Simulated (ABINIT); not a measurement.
Crystal: B3Pd.

```
B Pd
1.0
     0.00000    2.61768    2.61768
     2.61768    0.00000    2.61768
     2.61768    2.61768    0.00000
B Pd
3 1
Direct
  0.00000 0.00000 0.00000
  0.25000 0.25000 0.25000
  0.75000 0.75000 0.75000
  0.50000 0.50000 0.50000
```

The cell was built by a generator and needn't be a form met in nature.

Base run:

| Property | Result |
| --- | --- |
| Program | ABINIT 10.8.3 (patched build) |
| Functional | PBEsol |
| Potentials or basis | PseudoDojo NC SR PBEsol v0.4 stringent |
| Cutoff | 1007 eV |
| k mesh | 7 × 7 × 7 |
| Occupations | fermi-dirac, width 0.05 eV |
| Spin | no spin polarisation |

Its results: pressure -4.7 GPa.

Q: The run is repeated on the same cell with these changes: k mesh from 7 × 7 × 7 to 6 × 6 × 6, with 4 shifts; other keys from none to diemac = 1000. What comes out?

A: Pressure -5.8 GPa.
